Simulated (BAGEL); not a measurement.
# GeSiH3ClO (SMILES Cl[SiH]1[O][GeH2]1) at 3 levels

Aim: a comparison of 3 runs (B3LYP/6-31G*, PBE0/6-31G*, RI-MP2/6-31G*) of GeSiH3ClO. 

The calculation is run with BAGEL 1.2.2.

1 further run of the same task is left out (set aside as unsound or not needed).

## Step 1: The structure to begin with

The species is GeSiH3ClO (7 atoms), meant as a singlet with charge 0. SMILES: `Cl[SiH]1[O][GeH2]1`. The coordinates come from a PBE0-D4/def2-TZVP relaxation.

Bond lengths: Cl1–Si2 2.039 Å, Si2–O3 1.633 Å, Si2–Ge4 2.255 Å, O3–Ge4 1.905 Å, Si2–H5 1.478 Å, Ge4–H6 1.535 Å, Ge4–H7 1.534 Å. Some angles: Cl1–Si2–O3 117.0°, Cl1–Si2–Ge4 122.5°, O3–Si2–Ge4 56.0°, Si2–O3–Ge4 78.8°, Si2–Ge4–O3 45.3°, Cl1–Si2–H5 107.1°, O3–Si2–H5 118.0°, Ge4–Si2–H5 126.8°, Si2–Ge4–H6 124.6°, Si2–Ge4–H7 122.6°.

## Step 2: The energy at B3LYP/6-31G(d) (density fitting with cc-pvqz-jkfit, spherical functions) (run 1)

job.json reads:

```json
{ "bagel" : [

{
  "title" : "molecule",
  "basis" : "6-31gs.json",
  "df_basis" : "cc-pvqz-jkfit",
  "angstrom" : true,
  "geometry" : [
    { "atom" : "Cl", "xyz" : [       0.946700,      -2.488800,       0.655700 ] },
    { "atom" : "Si", "xyz" : [      -0.269300,      -1.038200,      -0.101800 ] },
    { "atom" : "O", "xyz" : [       0.399800,       0.013200,      -1.157400 ] },
    { "atom" : "Ge", "xyz" : [       0.044800,       1.152900,       0.326900 ] },
    { "atom" : "H", "xyz" : [      -1.538000,      -1.691900,      -0.484400 ] },
    { "atom" : "H", "xyz" : [      -0.900200,       2.274100,      -0.128200 ] },
    { "atom" : "H", "xyz" : [       1.377500,       1.710600,       0.843500 ] }
  ]
},

{
  "title" : "ks",
  "xc_func" : "b3lyp"
},

{
  "title" : "print",
  "file" : "orbitals.molden",
  "orbitals" : true
}

]}
```

The basis set 6-31G* is read from a file made from the Basis Set Exchange's data (not shown).

On the command line:

```
$ BAGEL_NUM_THREADS=1 BAGEL job.json > job.out
```

Standard output:

```text
* using 1 threads per process

  ===============================================================
  ===============================================================

  *** Geometry ***

  { "atom" : "Cl", "xyz" : [      1.789004,     -4.703150,      1.239093 ] },
  { "atom" : "Si", "xyz" : [     -0.508903,     -1.961914,     -0.192374 ] },
  { "atom" : "O", "xyz" : [      0.755513,      0.024944,     -2.187169 ] },
  { "atom" : "Ge", "xyz" : [      0.084660,      2.178665,      0.617751 ] },
  { "atom" : "H", "xyz" : [     -2.906399,     -3.197228,     -0.915383 ] },
  { "atom" : "H", "xyz" : [     -1.701131,      4.297426,     -0.242263 ] },
  { "atom" : "H", "xyz" : [      2.603098,      3.232566,      1.593984 ] },

  Number of auxiliary basis functions:      773

  Since a DF basis is specified, we compute 2- and 3-index integrals:
    o Being stored without compression. Storage requirement is 0.048 GB

  Number of basis functions:       88
  Number of electrons      :       74

    * METHOD: MOLECULE                             0.63

  *** Kohn-Sham DFT ***

    * Removing 12646 points whose weight is below 1.00e-10
    * Grid points: 91696

  === Nuclear Repulsion ===
   422.3381594333

       - DIIS with orbital gradients will be used.

  === KS iteration (b3lyp / 6-31gs.json) ===
      0      -2797.18932624          0.13513627           0.45
      1      -2519.12031382          0.17278062           0.42
      2      -2480.74195539          0.27528993           0.42
      3      -2807.40992025          0.15144371           0.42
      4      -2875.56408285          0.14715218           0.42
      5      -2888.45803354          0.11981538           0.42
      6      -2894.41278039          0.10551708           0.43
      7      -2576.60793808          0.22692764           0.43
      8      -2902.63454154          0.02980748           0.44
      9      -2902.68666167          0.03601899           0.43
     10      -2903.40523746          0.01466719           0.43
     11      -2903.51550611          0.00452431           0.43
     12      -2903.52290425          0.00151436           0.42
     13      -2903.52405583          0.00031559           0.43
     14      -2903.52414339          0.00008652           0.43
     15      -2903.52414951          0.00002415           0.43
     16      -2903.52414986          0.00000384           0.43
     17      -2903.52414987          0.00000165           0.43
     18      -2903.52414987          0.00000032           0.42
     19      -2903.52414987          0.00000009           0.43
     20      -2903.52414987          0.00000005           0.43
     21      -2903.52414987          0.00000002           0.43
     22      -2903.52414987          0.00000001           0.43
    * SCF iteration converged.

    * Permanent dipole moment:
           (    0.566930,    -0.452674,    -0.485011) a.u.

    * METHOD: KS                                  10.23

    * METHOD: PRINT                                0.01

  ===============================================================
```

Wall time 11 s (1 thread of Intel Xeon 6975P-C (Granite Rapids), shared host); peak memory 0.47 GiB.

## Step 3: The energy at PBE0/6-31G(d) (density fitting with cc-pvqz-jkfit, spherical functions) (run 2)

input.json reads:

```json
{ "bagel": [

{
  "title": "molecule",
  "basis": "6-31gs.json",
  "df_basis": "cc-pvqz-jkfit",
  "angstrom": true,
  "geometry": [
    { "atom": "Cl", "xyz": [       0.946700,      -2.488800,       0.655700 ] },
    { "atom": "Si", "xyz": [      -0.269300,      -1.038200,      -0.101800 ] },
    { "atom": "O", "xyz": [       0.399800,       0.013200,      -1.157400 ] },
    { "atom": "Ge", "xyz": [       0.044800,       1.152900,       0.326900 ] },
    { "atom": "H", "xyz": [      -1.538000,      -1.691900,      -0.484400 ] },
    { "atom": "H", "xyz": [      -0.900200,       2.274100,      -0.128200 ] },
    { "atom": "H", "xyz": [       1.377500,       1.710600,       0.843500 ] }
  ]
},

{
  "title": "ks",
  "xc_func": "pbe0"
},

{
  "title": "print",
  "file": "orbitals.molden",
  "orbitals": true
}

]}
```

The basis set 6-31G* is read from a file made from the Basis Set Exchange's data (not shown).

On the command line:

```
$ BAGEL_NUM_THREADS=1 BAGEL input.json > input.out
```

Standard output:

```text
* using 1 threads per process

  ===============================================================
  ===============================================================

  *** Geometry ***

  { "atom" : "Cl", "xyz" : [      1.789004,     -4.703150,      1.239093 ] },
  { "atom" : "Si", "xyz" : [     -0.508903,     -1.961914,     -0.192374 ] },
  { "atom" : "O", "xyz" : [      0.755513,      0.024944,     -2.187169 ] },
  { "atom" : "Ge", "xyz" : [      0.084660,      2.178665,      0.617751 ] },
  { "atom" : "H", "xyz" : [     -2.906399,     -3.197228,     -0.915383 ] },
  { "atom" : "H", "xyz" : [     -1.701131,      4.297426,     -0.242263 ] },
  { "atom" : "H", "xyz" : [      2.603098,      3.232566,      1.593984 ] },

  Number of auxiliary basis functions:      773

  Since a DF basis is specified, we compute 2- and 3-index integrals:
    o Being stored without compression. Storage requirement is 0.048 GB

  Number of basis functions:       88
  Number of electrons      :       74

    * METHOD: MOLECULE                             0.55

  *** Kohn-Sham DFT ***

    * Removing 12646 points whose weight is below 1.00e-10
    * Grid points: 91696

  === Nuclear Repulsion ===
   422.3381594333

       - DIIS with orbital gradients will be used.

  === KS iteration (pbe0 / 6-31gs.json) ===
      0      -2796.54268390          0.13472970           0.44
      1      -2518.95957197          0.17483393           0.41
      2      -2491.29335790          0.34222636           0.41
      3      -2802.44058405          0.14139282           0.41
      4      -2875.22517198          0.13902749           0.41
      5      -2891.20367324          0.11116038           0.41
      6      -2897.84834583          0.08294968           0.41
      7      -2732.22396380          0.24839578           0.41
      8      -2823.20222041          0.18028958           0.43
      9      -2891.38561060          0.10963342           0.43
[... 13 lines of this table left out ...]
     23      -2902.83466537          0.00000010           0.42
     24      -2902.83466537          0.00000003           0.42
     25      -2902.83466537          0.00000002           0.42
     26      -2902.83466537          0.00000000           0.42
    * SCF iteration converged.

    * Permanent dipole moment:
           (    0.569993,    -0.498655,    -0.478266) a.u.

    * METHOD: KS                                  11.75

    * METHOD: PRINT                                0.01

  ===============================================================
```

Wall time 13 s (1 thread of Intel Xeon 6975P-C (Granite Rapids), shared host); peak memory 0.47 GiB.

## Step 4: A single-point energy at RI-MP2/6-31G(d) (density fitting with cc-pvqz-jkfit, spherical functions) (run 3)

mp2.json reads:

```json
{ "bagel": [

{
  "title": "molecule",
  "basis": "6-31gs.json",
  "df_basis": "cc-pvqz-jkfit",
  "angstrom": true,
  "geometry": [
    { "atom": "Cl", "xyz": [    0.946700,   -2.488800,    0.655700 ] },
    { "atom": "Si", "xyz": [   -0.269300,   -1.038200,   -0.101800 ] },
    { "atom": "O", "xyz": [    0.399800,    0.013200,   -1.157400 ] },
    { "atom": "Ge", "xyz": [    0.044800,    1.152900,    0.326900 ] },
    { "atom": "H", "xyz": [   -1.538000,   -1.691900,   -0.484400 ] },
    { "atom": "H", "xyz": [   -0.900200,    2.274100,   -0.128200 ] },
    { "atom": "H", "xyz": [    1.377500,    1.710600,    0.843500 ] }
  ]
},
{ "title": "hf" },
{ "title": "mp2", "ncore": 20 }

]}
```

The basis set 6-31G* is read from a file made from the Basis Set Exchange's data (not shown).

On the command line:

```
$ BAGEL_NUM_THREADS=1 BAGEL mp2.json > mp2.out
```

Standard output:

```text
* using 1 threads per process

  ===============================================================
  ===============================================================

  *** Geometry ***

  { "atom" : "Cl", "xyz" : [      1.789004,     -4.703150,      1.239093 ] },
  { "atom" : "Si", "xyz" : [     -0.508903,     -1.961914,     -0.192374 ] },
  { "atom" : "O", "xyz" : [      0.755513,      0.024944,     -2.187169 ] },
  { "atom" : "Ge", "xyz" : [      0.084660,      2.178665,      0.617751 ] },
  { "atom" : "H", "xyz" : [     -2.906399,     -3.197228,     -0.915383 ] },
  { "atom" : "H", "xyz" : [     -1.701131,      4.297426,     -0.242263 ] },
  { "atom" : "H", "xyz" : [      2.603098,      3.232566,      1.593984 ] },

  Number of auxiliary basis functions:      773

  Since a DF basis is specified, we compute 2- and 3-index integrals:
    o Being stored without compression. Storage requirement is 0.048 GB

  Number of basis functions:       88
  Number of electrons      :       74

    * METHOD: MOLECULE                             0.55

  *** RHF ***

  === Nuclear Repulsion ===
   422.3381594333

      * DIIS with orbital gradients will be used.

  === RHF iteration (6-31gs.json) ===
      0      -2899.86637771          0.01937578           0.16
      1      -2899.93612639          0.01868137           0.15
      2      -2900.12152031          0.00135268           0.15
      3      -2900.12360808          0.00044165           0.15
      4      -2900.12382375          0.00010511           0.15
      5      -2900.12384209          0.00003744           0.14
      6      -2900.12384434          0.00001996           0.14
      7      -2900.12384497          0.00000863           0.15
      8      -2900.12384508          0.00000398           0.15
      9      -2900.12384510          0.00000091           0.15
     10      -2900.12384510          0.00000036           0.15
     11      -2900.12384510          0.00000016           0.15
     12      -2900.12384510          0.00000006           0.15
     13      -2900.12384510          0.00000003           0.15
     14      -2900.12384510          0.00000002           0.15
     15      -2900.12384510          0.00000001           0.15
    * SCF iteration converged.

    * Permanent dipole moment:
           (    0.709112,    -0.600920,    -0.664118) a.u.

    * METHOD: HF                                   2.65

  *** RHF ***

  === Nuclear Repulsion ===
   422.3381594333

      * DIIS with orbital gradients will be used.

  === RHF iteration (6-31gs.json) ===
      0      -2900.12384510          0.00000000           0.15
    * SCF iteration converged.

    * Permanent dipole moment:
           (    0.709112,    -0.600921,    -0.664118) a.u.

  === DF-MP2 calculation ===

    * freezing 20 orbitals
    * 3-index integral transformation done
    * assembly done

      MP2 correlation energy:   -0.6360291814      0.06

      MP2 total energy:       -2900.7598742794

    * METHOD: MP2                                  0.37

  ===============================================================
```

It took 3.9 s on 1 thread of Intel Xeon 6975P-C (Granite Rapids), shared host; peak memory 0.21 GiB.

## Step 5: Overview of the runs

```
run                                                                    level  frozen core orbitals   energy (Eh)  dipole moment (D)  HOMO energy (eV)  LUMO energy (eV)  wall time
  1   B3LYP/6-31G* (density fitting with cc-pvqz-jkfit, spherical functions)                     –  -2903.524150               2.22             -6.93             -1.50       11 s
  2    PBE0/6-31G* (density fitting with cc-pvqz-jkfit, spherical functions)                     –  -2902.834665               2.28             -7.17             -1.30       13 s
  3  RI-MP2/6-31G* (density fitting with cc-pvqz-jkfit, spherical functions)                    20  -2900.759874                  –                 –                 –      3.9 s
```

## Step 6: Summary of results

```
                                           quantity           value
                                run 3: total energy  -2900.75987 Eh
run 3: correlation energy (20 core orbitals frozen)      -636.0 mEh
```

Totals of different functionals can't be ranked against each other. All runs together took 28 s, the longest 13 s.
